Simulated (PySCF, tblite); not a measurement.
# C4H11NSi: geometry, infrared bands and NMR shifts

What infrared bands and NMR shifts should C4H11NSi (`CN1CCC[SiH2]1`) show?

Computed with tblite 0.8.0 and PySCF 2.14.0, with density-fitted response routines of our own, on a single molecule in the gas phase. Atoms are numbered from 0 throughout.

## (1) The starting structure

17 atoms, charge 0, multiplicity 1; geometry from: force field or distance geometry start.

Bonds of the start (Å): C0–N1 1.43, N1–C2 1.42, C2–C3 1.50, C3–C4 1.52, C4–Si5 1.88, Si5–N1 1.76, C0–H6 1.10, C0–H7 1.12, C0–H8 1.12, C2–H9 1.12, C2–H10 1.12, C3–H11 1.11, C3–H12 1.12, C4–H13 1.10, C4–H14 1.09, Si5–H15 1.46, Si5–H16 1.46.

## (2) Relaxing the molecule with GFN2-xTB

The job: settings as JSON, then the geometry in Å.

```
{"job": {"kind": "relax", "xc": "GFN2-xTB", "basis": "xTB"}, "charge": 0, "multiplicity": 1}
C      2.150200    -0.137300     0.011300
N      0.808000    -0.072200     0.500900
C     -0.038700    -1.164000     0.169200
C     -1.295100    -0.676300    -0.490600
C     -1.759600     0.594300     0.212800
Si    -0.070300     1.429300     0.230900
H      2.204100    -0.781500    -0.877700
H      2.578900     0.877200    -0.208200
H      2.777200    -0.571800     0.832000
H     -0.212300    -1.771800     1.093900
H      0.540200    -1.826400    -0.518200
H     -1.150900    -0.400700    -1.553100
H     -2.127900    -1.418300    -0.469300
H     -2.470600     1.168800    -0.399600
H     -2.098800     0.373500     1.228500
H      0.058700     2.391800     1.327200
H      0.099800     1.997200    -1.100000
```

Command:

```sh
> OMP_NUM_THREADS=1 python probes_run.py task.json out
```

The driver reads the jobs from task.json and runs them one after another.

**Question.** This job is followed by: GFN2-xTB harmonic vibrations, gas phase; GIAO PBE0/pcSseg-1 NMR shielding, non-relativistic, gas phase. What will the session give for the following? strongest single infrared mode (GFN2-xTB); zero-point energy (GFN2-xTB); 13C shifts against TMS (PBE0/pcSseg-1); 1H shifts against TMS (PBE0/pcSseg-1, means over atoms taken as alike); 15N shifts against NH3 (PBE0/pcSseg-1); 29Si shifts against TMS (PBE0/pcSseg-1); surface potential, 1st and 99th percentile.

As calculated:

```
                                                              quantity                             value
                             strongest single infrared mode (GFN2-xTB)             2181 cm⁻¹, 476 km/mol
                                          zero-point energy (GFN2-xTB)                     89.4 kcal/mol
                                13C shifts against TMS (PBE0/pcSseg-1)        59.0, 37.0, 29.7, 12.5 ppm
1H shifts against TMS (PBE0/pcSseg-1, means over atoms taken as alike)  4.82, 2.80, 2.74, 1.95, 1.05 ppm
                                15N shifts against NH3 (PBE0/pcSseg-1)                          25.4 ppm
                               29Si shifts against TMS (PBE0/pcSseg-1)                         -26.8 ppm
                                 surface potential, 1st and 99th percentile                -0.76 V and 0.91 V
```

**Reading.** Relaxing lowered the energy by 0.561 eV in 82 steps; the close pair that moved most is N1–Si5, from 1.760 to 1.714 Å. All 45 modes are real, so the xTB geometry is a minimum. The strongest single mode, at 2181 cm⁻¹, moves mainly H15. GFN2-xTB is a fitted tight-binding method: band positions and strengths are rough. Its intensities can rank the bands wrongly. At PBE0/pcSseg-1: The widest tensor belongs to Si5: span 105 ppm, with a paramagnetic part of -506 ppm.
